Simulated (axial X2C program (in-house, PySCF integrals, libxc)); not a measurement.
# HfO: properties at the nuclei

Aim: properties at the nuclei of HfO, with spin–orbit coupling in the Hamiltonian from the start.

The runs use an in-house X2C program for linear molecules on PySCF integrals; two-component X2C with atomic mean-field terms, Hf dyall-cv3z, O dyall-av3z.

All values are calculated.

### 1 Input

task.json

```json
{"zs": [72, 8], "q": 0, "bas": ["dyall-cv3z", "dyall-av3z"], "r0": 1.85, "levels": ["PBE0", "HF", "TPSSh", "B3LYP", "LDA"], "nst": 3}
```

Keys: zs atomic numbers; q charge; bas basis sets; r0 starting distance in Å; levels methods (HF also brings MP2); nst determinants followed.

The run is started by

```sh
python soeom.py task.json out
```

The runs that follow: Expectation values, lowest determinant; Expectation values, a higher determinant; Expectation values, a higher determinant.

Q: Predict the outcome of this session. Wanted: lowest determinant; qzz Hf; qzz O; μ; higher determinant; Eeff magnitude; Ws magnitude Hf; A∥/gI Hf (for each run or level that gives them).

**Answer**, as computed:

| quantity | value |
| --- | --- |
| lowest determinant | Ω = 0 (closed shell) |
| qzz Hf (a.u.), PBE0 | -8.00 |
| qzz O (a.u.), PBE0 | -0.54 |
| μ (D), PBE0 | -3.43 |
| higher determinant | Ω = 1 (excess of +ω over −ω: ω = -1/2, ω = 3/2) |
| Eeff magnitude (GV/cm), PBE0, higher determinant | 33.1 |
| Ws magnitude Hf (kHz), PBE0, higher determinant | 29.6 |
| A∥/gI Hf (MHz), PBE0, higher determinant | -4230 |
| qzz Hf (a.u.), PBE0, higher determinant | -3.79 |
| higher determinant | Ω = 3 (excess of +ω over −ω: ω = 1/2, ω = 5/2) |
| Eeff magnitude (GV/cm), PBE0, higher determinant | 32.4 |
| Ws magnitude Hf (kHz), PBE0, higher determinant | 9.7 |
| A∥/gI Hf (MHz), PBE0, higher determinant | 1900 |
| qzz Hf (a.u.), PBE0, higher determinant | -4.10 |

In words: The expectation values come from single determinants, which for open shells can mix terms of unlike spin or miss the lowest Ω, so a determinant need not be a state. Eeff is the effective electric field on the electron dipole moment in this Ω state and Ws the scalar–pseudoscalar constant (defined with the proton number Z and per Ω); A∥ is the parallel hyperfine constant, which follows by multiplying with the nuclear g factor gI = μI/(I μN); qzz is the electric field gradient, eQq0 = 234.96 MHz × Q/barn × qzz; μ is positive if O is the positive end. The operators were transformed with the bare-nucleus X2C matrices.
